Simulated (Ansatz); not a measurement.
**Ta3W (Fm-3m): supercell folding check, by script**

All numbers are computed with Ansatz 0.2.0 through its Python package. Level of theory: DFT LDA, plane waves, PAW.

## (1) The system

Symmetry: Fm-3m, No. 225, cubic system. The conventional cell has a = 6.534 Å, b = 6.534 Å, c = 6.534 Å, α = 90.00°, β = 90.00°, γ = 90.00°. Ta (site symmetry -43m) is surrounded by 4 Ta at 2.83 Å and 4 W at 2.83 Å. Ta (site symmetry m-3m) has 8 Ta at 2.83 Å as nearest neighbours. Around W (site symmetry m-3m) lie 8 Ta at 2.83 Å.

The script reads ta3w.extxyz:

```xyz
4
Lattice="0.0 3.2671732 3.2671732 3.2671732 0.0 3.2671732 3.2671732 3.2671732 0.0" Properties=species:S:1:pos:R:3 pbc="T T T"
Ta    1.63358660    1.63358660    1.63358660
Ta    4.90075980    4.90075980    4.90075980
Ta    3.26717320    3.26717320    3.26717320
W     0.00000000    0.00000000    0.00000000
```

## (2) The script

Contents of ta3w.py:

```python
"""A supercell of Ta3W must give the energy of the small cell."""

import logging
import sys

import ansatz as az
from tabulate import tabulate

logging.basicConfig(stream=sys.stdout, format="%(name)s: %(message)s")
logger = logging.getLogger("ta3w")
logger.setLevel(logging.INFO)

config = {
    "mixing_beta": 0.2,
    "smearing": "gaussian",
    "smearing_width": 0.2,
    "functional": "lda",
}


def main() -> None:
    crystal = az.Crystal.from_extxyz("ta3w.extxyz")

    # the mesh shrinks as the cell grows, so that all cells sample the same points
    mesh = (4, 4, 4)
    rows = []
    for repeats in [(1, 1, 1), (1, 2, 1), (2, 2, 1)]:
        calculation = (
            crystal.supercell(*repeats).calculation()
            .mixing("anderson", beta=config["mixing_beta"])
            .occupations(config["smearing"], width=config["smearing_width"])
            .accuracy("medium")
            .functional(config["functional"])
            .basis(18 * az.Ha, xc_grid=1)
            .pseudopotentials("paw")
            .kpoints(*(k // n for k, n in zip(mesh, repeats)))
        )
        summary = calculation.run().report
        n = len(summary["lattice"]["sites"])
        rows.append((repeats, n, summary["free_energy_ev"] / n, summary["fermi_energy_ev"], summary["n_kpoints"], summary["n_symmetry_ops"]))
    print(tabulate(rows, headers=["repeats", "atoms", "F/atom eV", "Fermi level eV", "k-points", "symmetry operations"], floatfmt=".4f", tablefmt="simple"))


if __name__ == "__main__":
    main()
```

## (3) Launch

The run is started by

```bash
> python ta3w.py
```

**Question.** How long does this script take on 1 thread of Arm Neoverse V1, shared host, and how much memory does it need?

About 34 s, with a peak of 0.75 GiB.
